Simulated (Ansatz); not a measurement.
# CAM-B3LYP/cc-pVDZ run of CH5BN2 (SMILES NC1BN1)

Aim: the energy change on altering one bond length of CH5BN2 at CAM-B3LYP/cc-pVDZ, from 2 runs. 

Program for the calculation: Ansatz 0.2.0.

74 further runs of the same task are left out: 74 set aside as unsound or not needed.

## 1. Starting point

The species is CH5BN2 (9 atoms), meant as a singlet with charge 0. SMILES: `NC1BN1`. Geometry: relaxed at PBE0-D4/def2-TZVP. This is one conformer, not always the lowest.

Bond lengths: N1–C2 1.431 Å, C2–B3 1.561 Å, C2–N4 1.467 Å, B3–N4 1.341 Å, N1–H5 1.010 Å, N1–H6 1.010 Å, C2–H7 1.092 Å, B3–H8 1.184 Å, N4–H9 1.004 Å. Some angles: N1–C2–B3 121.1°, N1–C2–N4 117.3°, B3–C2–N4 52.5°, C2–B3–N4 60.2°, C2–N4–B3 67.4°, N1–C2–H7 115.1°, B3–C2–H7 121.0°, N4–C2–H7 113.6°, C2–N1–H5 112.4°, C2–N1–H6 112.7°.

## 2. The energy at CAM-B3LYP/cc-pVDZ

Input file in.yaml:

```yaml
basis:
  gaussian:
    orbitals: cc-pVDZ
crystal:
  periodic: [false, false, false]
  atoms:
    - {symbol: N, position_ang: [0.142900, 1.194400, -0.640600]}
    - {symbol: C, position_ang: [-0.364200, -0.077200, -0.222300]}
    - {symbol: B, position_ang: [0.591200, -1.194100, 0.303200]}
    - {symbol: N, position_ang: [-0.130500, -0.469900, 1.171500]}
    - {symbol: H, position_ang: [0.784000, 1.117400, -1.417000]}
    - {symbol: H, position_ang: [-0.589900, 1.842600, -0.892400]}
    - {symbol: H, position_ang: [-1.366400, -0.317200, -0.582700]}
    - {symbol: H, position_ang: [1.414200, -2.039000, 0.194700]}
    - {symbol: H, position_ang: [-0.392800, -0.103200, 2.068300]}
hamiltonian:
  xc: {name: CAM-B3LYP}
accuracy: high
output:
  orbitals: {seedname: orbitals}
```

Started as:

```
$ ansatz run in.yaml --threads 1 --pin off --max-ram 3480MiB --events-out events.jsonl --progress --plain --runs-dir runs
```

Output:

```text
Warning: RAYON_NUM_THREADS=1 ignored (pool sized by the plan → 1); use --threads N
Functional definition: CAM-B3LYP
  name "CAM-B3LYP"
  parameter alpha = 0.19
  parameter beta = 0.46
  parameter omega = 0.33/bohr
  parameter ac = 0.81
  exchange = (1 - alpha - beta)*b88_x + beta*b88_x_sr(omega) + alpha*exact_x + beta*exact_x_lr(omega)
  correlation = (1 - ac)*vwn5_c + ac*lyp_c
1915 factors; integrals over basis functions are off by at most 3.1e-9 eV
381 factors; integrals over basis functions are off by at most 2.3e-9 eV
mean field evaluation 1: about -4765.4589 eV, gradient 5.3e1 eV
mean field evaluation 2: about -4764.1270 eV, gradient 5.9e1 eV
mean field evaluation 4: about -4771.3560 eV, gradient 2.7e0 eV
mean field evaluation 8: about -4771.3680 eV, gradient 2.0e-2 eV
mean field evaluation 16: about -4771.3680 eV, gradient 5.5e-6 eV
mean field -4771.36800587 eV, -175.3445400665 hartree, gradient 6.1e-8 eV, S^2 0.000000; 0 other end points of the search recorded, 0 dependent functions left out
reference -4771.36802454 eV, -175.3445407524 hartree; 15, 15 occupied and 66, 66 virtual orbitals, 1915 factors
Total energy: -4771.36802454 eV, -175.3445407524 hartree
```

It took 4.8 s on 1 thread of Arm Neoverse V2, shared host; peak memory 0.27 GiB.

## 3. The distorted shape

Input file molecule.yaml:

```yaml
crystal:
  periodic: [false, false, false]
  atoms:
    - symbol: "N"
      position_ang: [0.362742, 0.999938, -0.565059]
    - symbol: C
      position_ang: [-0.144358, -0.271662, -0.146759]
    - symbol: B
      position_ang: [0.811042, -1.388562, 0.378741]
    - symbol: "N"
      position_ang: [0.089342, -0.664362, 1.247041]
    - symbol: H
      position_ang: [1.003842, 0.922938, -1.341459]
    - symbol: H
      position_ang: [-0.589900, 1.842600, -0.892400]
    - symbol: H
      position_ang: [-1.146558, -0.511662, -0.507159]
    - symbol: H
      position_ang: [1.634042, -2.233462, 0.270241]
    - symbol: H
      position_ang: [-0.172958, -0.297662, 2.143841]
basis:
  gaussian:
    orbitals: cc-pVDZ
hamiltonian:
  xc: {name: CAM-B3LYP}
accuracy: high
output:
  orbitals: {seedname: orbitals}
```

Started as:

```
$ ansatz run molecule.yaml --threads 1 --pin off --max-ram 3480MiB --events-out events.jsonl --progress --plain --runs-dir runs
```

Output, cut to the lines that bear on the results:

```text
Warning: RAYON_NUM_THREADS=1 ignored (pool sized by the plan → 1); use --threads N
[... 8 set-up lines as earlier in the session ...]
1919 factors; integrals over basis functions are off by at most 3.1e-9 eV
389 factors; integrals over basis functions are off by at most 2.3e-9 eV
mean field evaluation 1: about -4764.1343 eV, gradient 5.3e1 eV
mean field evaluation 2: about -4761.7890 eV, gradient 6.3e1 eV
mean field evaluation 4: about -4770.2625 eV, gradient 2.7e0 eV
mean field evaluation 8: about -4770.2758 eV, gradient 3.8e-2 eV
mean field evaluation 16: about -4770.2758 eV, gradient 8.7e-6 eV
mean field -4770.27582845 eV, -175.3044032864 hartree, gradient 2.8e-8 eV, S^2 0.000000; 0 other end points of the search recorded, 0 dependent functions left out
reference -4770.27584808 eV, -175.3044040079 hartree; 15, 15 occupied and 66, 66 virtual orbitals, 1919 factors
Total energy: -4770.27584808 eV, -175.3044040079 hartree
```

Wall time 5.1 s (1 thread of Arm Neoverse V2, shared host); peak memory 0.27 GiB.

## 4. Results

At CAM-B3LYP/cc-pVDZ:

```
                                                         quantity          value
                                        first shape: total energy  -175.34454 Eh
                                         first shape: HOMO energy       -7.95 eV
                                         first shape: LUMO energy        1.81 eV
                                       first shape: HOMO–LUMO gap        9.76 eV
                                    distorted shape: total energy  -175.30440 Eh
                                     distorted shape: HOMO energy       -7.91 eV
                                     distorted shape: LUMO energy        1.45 eV
                                   distorted shape: HOMO–LUMO gap        9.36 eV
energy change with the N1–H6 bond stretched from 1.010 to 1.313 Å       1.092 eV
```

With the N1–H6 bond stretched from 1.010 to 1.313 Å the energy rises by 1.09 eV (25 kcal/mol). The first shape isn't relaxed at this level, so the change isn't measured from a minimum.
